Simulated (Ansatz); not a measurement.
# H4CO: the cost of one run

Program: Ansatz 0.2.0. Level of theory: DFT r2SCAN+D3(BJ), plane waves, PAW, scalar-relativistic, no spin polarisation. These are calculated values, not measurements.

## Step 1: The system as given

The cell holds 36 atoms (C6H24O6): a = 7.619 Å, b = 7.619 Å, c = 7.619 Å, α = 90.00°, β = 90.00°, γ = 90.00°.

The coordinates stand in the first input below.

## Step 2: Relaxing the start

The input, input.yaml:

```yaml
accuracy: low
crystal:
  lattice:
    - [7.61856, 0.0, 0.0]
    - [0.0, 7.61856, 0.0]
    - [0.0, 0.0, 7.61856]
  atoms:
    - { symbol: C, position: [0.6286296, 0.5743174, 0.2864607] }
    - { symbol: O, position: [0.6428245, 0.3934317, 0.3307662] }
    - { symbol: H, position: [0.4902774, 0.5981814, 0.2592321] }
    - { symbol: H, position: [0.7654719, 0.3698176, 0.3554761] }
    - { symbol: H, position: [0.6694735, 0.6603438, 0.3944164] }
    - { symbol: H, position: [0.7047899, 0.6079048, 0.1690098] }
    - { symbol: C, position: [0.8517857, 0.8919133, 0.0374008] }
    - { symbol: O, position: [0.9235263, 0.7250892, 0.0810708] }
    - { symbol: H, position: [0.7105656, 0.8812711, 0.0572973] }
    - { symbol: H, position: [1.0495049, 0.7322093, 0.0640628] }
    - { symbol: H, position: [0.9021052, 0.9968606, 0.1221194] }
    - { symbol: H, position: [0.8760424, 0.9275192, -0.0999566] }
    - { symbol: C, position: [0.1835472, 0.3289342, 0.5347605] }
    - { symbol: O, position: [0.2041418, 0.182498, 0.4206711] }
    - { symbol: H, position: [0.0444174, 0.3351748, 0.5672593] }
    - { symbol: H, position: [0.3275655, 0.1749566, 0.390335] }
    - { symbol: H, position: [0.2583781, 0.313997, 0.6568278] }
    - { symbol: H, position: [0.2214268, 0.4528168, 0.4719795] }
    - { symbol: C, position: [0.6221417, 0.9574179, 0.7367736] }
    - { symbol: O, position: [0.5113453, 0.8403747, 0.8311619] }
    - { symbol: H, position: [0.6992592, 1.0274188, 0.8347787] }
    - { symbol: H, position: [0.4415639, 0.7768059, 0.745721] }
    - { symbol: H, position: [0.7123659, 0.8880503, 0.6486206] }
    - { symbol: H, position: [0.5473037, 1.0536558, 0.6602182] }
    - { symbol: C, position: [0.117801, 0.435081, 0.0604289] }
    - { symbol: O, position: [0.2126254, 0.3290057, -0.0605688] }
    - { symbol: H, position: [1.69e-05, 0.4785125, -0.0080755] }
    - { symbol: H, position: [0.3181795, 0.2891038, -0.0016049] }
    - { symbol: H, position: [0.0780298, 0.3618049, 0.1777835] }
    - { symbol: H, position: [0.1923597, 0.5512401, 0.1013099] }
    - { symbol: C, position: [0.0443794, 0.8732182, 0.4894559] }
    - { symbol: O, position: [0.1887142, 0.8783106, 0.3710261] }
    - { symbol: H, position: [0.0856594, 0.9449779, 0.6060694] }
    - { symbol: H, position: [0.1541675, 0.8148682, 0.2661826] }
    - { symbol: H, position: [-0.0727829, 0.9371539, 0.4355261] }
    - { symbol: H, position: [0.0102348, 0.7388376, 0.5281754] }
basis:
  ecutwfc: 500.0
kpoints:
  mp_grid: { grid: [1, 1, 1] }
hamiltonian:
  xc: r2scan
  dispersion: d3bj
scf:
  occupations: { method: fermi_dirac, width: 0.05 }
  lower_state_search: "off"
relax:
  f_tol: 0.3
  max_steps: 15
  adjacent_minimum: "off"
```

Run with:

```bash
$ ansatz run input.yaml --threads 1 --pin off --max-ram 3072MiB --backend cpu --events-out ev --progress --plain --runs-dir out
```

What time and memory should one allow on 1 thread of Intel Xeon Platinum 8488C (Sapphire Rapids), shared host?

About 3.2 min, with a peak of 0.91 GiB.
